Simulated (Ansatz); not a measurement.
This script drives Ansatz's Python interface.

Script `run_freq.py`:
```python
'''Harmonic frequencies of C2H5FSSi at its relaxed geometry.'''

import argparse
import itertools

import ansatz as az
from ase import Atoms
from ase.data import atomic_numbers, covalent_radii
import numpy as np

parser = argparse.ArgumentParser(description='Harmonic frequencies of C2H5FSSi at its relaxed geometry.')
parser.add_argument('--basis', required=True, help='Gaussian basis set')
parser.add_argument('--functional', required=True, help='exchange-correlation functional')
args = parser.parse_args()


def main() -> None:
    atoms = Atoms(['C', 'C', 'F', 'Si', 'S', 'H', 'H', 'H', 'H', 'H'], positions=[
        (-0.77, 0.2228, -1.0334),
        (-0.2274, 0.4377, 0.3184),
        (-1.1808, 0.9025, 1.2462),
        (0.9801, -0.8569, 0.9208),
        (1.3091, 1.1935, 0.3799),
        (-1.6435, -0.4372, -1.0093),
        (-0.0763, -0.0753, -1.7977),
        (-1.1981, 1.2366, -1.399),
        (1.2378, -0.9761, 2.4104),
        (1.6522, -1.6987, -0.0334),
    ])
    system = az.Crystal.molecule_from_ase(atoms)

    base = system.calculation().basis(gaussian=args.basis).functional(args.functional)
    symbols = [site.symbol for site in system.cartesian_sites]
    start = np.array([site.position_ang for site in system.cartesian_sites], dtype=float)
    data = base.relax(force_tolerance=0.003).run().report
    end = np.array(data['positions_ang'])

    # pairs closer than 1.2 times the sum of covalent radii, before or after
    radius = [covalent_radii[atomic_numbers[s]] for s in symbols]
    span = lambda where, i, j: np.linalg.norm(where[i] - where[j])
    bonded = [(i, j) for i, j in itertools.combinations(range(len(symbols)), 2) if min(span(start, i, j), span(end, i, j)) < 1.2 * (radius[i] + radius[j])]
    print('pair        before    after (A)')
    for i, j in bonded:
        print(f'{symbols[i]}{i}-{symbols[j]}{j}'.ljust(10), f'{span(start, i, j):8.4f} {span(end, i, j):8.4f}')

    # same settings at the minimum
    minimum = az.Crystal.molecule()
    for symbol, place in zip(symbols, end):
        minimum = minimum.atom(symbol, place.tolist())
    vibrating = (
        minimum.calculation()
        .basis(gaussian=args.basis)
        .functional(args.functional)
        .phonons(temperatures=(100, 500, 100))
    )
    vib = vibrating.run().report['vibrations']
    sums = vib['harmonic_sums']
    modes = [m['omega_inv_cm'] for m in sums['modes_at_gamma'] if m['rigid_motion'] == 'no']
    for number, w in enumerate(modes, start=1):
        print(f'mode {number:2d} {w:9.1f} 1/cm {w / 8065.544 * 1000:8.2f} meV')
    print('imaginary modes:', sum(w < 0 for w in modes), ' zero-point energy:', round(sums['zero_point_energy_ev'], 4), 'eV')
    print('T (K)   F_vib (eV)   S_vib (meV/K)   C_vib (meV/K)')
    for row in zip(sums['temperatures_k'], sums['vibrational_free_energy_ev'], vib['entropy_ev_per_k'], vib['heat_capacity_ev_per_k']):
        print(f'{row[0]:6.1f} {row[1]:11.4f} {1000 * row[2]:13.4f} {1000 * row[3]:15.4f}')


if __name__ == '__main__':
    main()
```

It is started by `python run_freq.py --basis def2-SVP --functional hf`. How long does it take on 1 thread of Arm Neoverse V1, with other jobs on the host, and how much memory does it need?

It took about 2.5 min, with a peak of 0.29 GiB, for 2 runs of the engine.

```console
$ python run_freq.py --basis def2-SVP --functional hf
pair        before    after (A)
C0-C1        1.4724   1.5060
C0-H5        1.0951   1.0914
C0-H6        1.0744   1.0881
C0-H7        1.1596   1.0911
C1-F2        1.4092   1.3556
C1-Si3       1.8700   1.8606
C1-S4        1.7134   1.8686
Si3-S4       2.1459   2.1059
Si3-H8       1.5164   1.4682
Si3-H9       1.4390   1.4711
mode  1     218.0 1/cm    27.03 meV
mode  2     261.7 1/cm    32.45 meV
mode  3     324.3 1/cm    40.21 meV
mode  4     359.2 1/cm    44.54 meV
mode  5     371.7 1/cm    46.08 meV
mode  6     529.0 1/cm    65.58 meV
mode  7     599.3 1/cm    74.30 meV
mode  8     641.1 1/cm    79.49 meV
mode  9     668.0 1/cm    82.82 meV
mode 10     683.9 1/cm    84.79 meV
mode 11     784.2 1/cm    97.22 meV
mode 12    1032.0 1/cm   127.95 meV
mode 13    1050.5 1/cm   130.24 meV
mode 14    1156.1 1/cm   143.34 meV
mode 15    1261.1 1/cm   156.36 meV
mode 16    1318.0 1/cm   163.42 meV
mode 17    1530.4 1/cm   189.75 meV
mode 18    1575.0 1/cm   195.27 meV
mode 19    1591.6 1/cm   197.34 meV
mode 20    2384.6 1/cm   295.65 meV
mode 21    2405.0 1/cm   298.19 meV
mode 22    3186.6 1/cm   395.09 meV
mode 23    3271.2 1/cm   405.58 meV
mode 24    3299.8 1/cm   409.12 meV
imaginary modes: 0  zero-point energy: 1.8909 eV
T (K)   F_vib (eV)   S_vib (meV/K)   C_vib (meV/K)
 100.0      1.8901        0.0368          0.1185
 200.0      1.8785        0.2092          0.4110
 300.0      1.8469        0.4257          0.6660
 400.0      1.7933        0.6470          0.8752
 500.0      1.7178        0.8612          1.0449
```

The frequencies are harmonic and unscaled, in a modest basis.
